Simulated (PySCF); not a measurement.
# C6H5BrO (2-bromophenol): the cost of one run

Programs: PySCF 2.14.0, with routines of our own; each step states its level. All values are computed. Atoms count from 0.

### Step 1. The system as given

13 atoms, charge 0, multiplicity 1; geometry from: GFN2-xTB.

### Step 2. Geometry optimisation at PBE0-D3(BJ)/def2-SVP

Job settings and geometry (Å):

```
{"job": {"xc": "PBE0", "basis": "def2-SVP", "d3": "d3bj", "grid": 2, "kind": "geom"}, "charge": 0, "multiplicity": 1}
O      2.245762    -0.779666    -0.639501
C      0.999427    -0.387642    -0.313377
C     -0.082713    -1.143134    -0.762089
C     -1.376038    -0.775032    -0.449303
C     -1.622243     0.352429     0.317991
C     -0.563132     1.115890     0.774149
C      0.729090     0.743457     0.456233
Br     2.204860     1.799701     1.085919
H      2.898684    -0.168866    -0.261861
H      0.127126    -2.018262    -1.355823
H     -2.198704    -1.374159    -0.807564
H     -2.632601     0.639201     0.563660
H     -0.733906     1.996569     1.373837
```

Started as:

```
$ OMP_NUM_THREADS=1 python excited_run.py task.json out
```

One launch serves the whole session: the jobs run in the order shown.

Q: Estimate the wall time and peak memory of this first job on 1 thread of Intel Xeon 6975P-C, shared host.

About 65 s, with a peak of 0.76 GiB.
